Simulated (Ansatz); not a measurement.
The system is GaF.

```
Ga F
1.0
     3.16592    0.00000    0.00000
     0.00000    3.16592    0.00000
     0.00000    0.00000    3.16592
Ga F
1 1
Direct
  0.00000 0.00000 0.00000
  0.50000 0.50000 0.50000
```

The cell was built by a generator and needn't be a form met in nature.

Program: Ansatz 0.2.0. Alike in all runs: task single point; potentials or basis Ansatz PAW; no spin polarisation; cell as given; k mesh 5 × 5 × 5; cutoff (eV) 500; smearing fermi-dirac 0.05 eV.

Question: Order these runs on this cell by their band gap on the k mesh, lowest first.
A. level r2SCAN0 form with a typed share of exact exchange; share of exact exchange 0.1
B. level r2SCAN0 form with a typed share of exact exchange; share of exact exchange 0.35
C. level r2SCAN0; share of exact exchange 0.25
D. level r2SCAN0 form with a typed share of exact exchange; share of exact exchange 0.5
E. level r2SCAN0 form with a typed share of exact exchange; share of exact exchange 0

Answer: E (2.53 eV), A (3.00 eV), C (3.72 eV), B (4.21 eV), D (4.96 eV).

Caveats: odd divisions of the mesh miss points on the zone boundary, where band edges often lie, so the gap on the mesh can be too wide.

A k mesh can miss the band edges.

Runs at the PBE level aren't shown here.
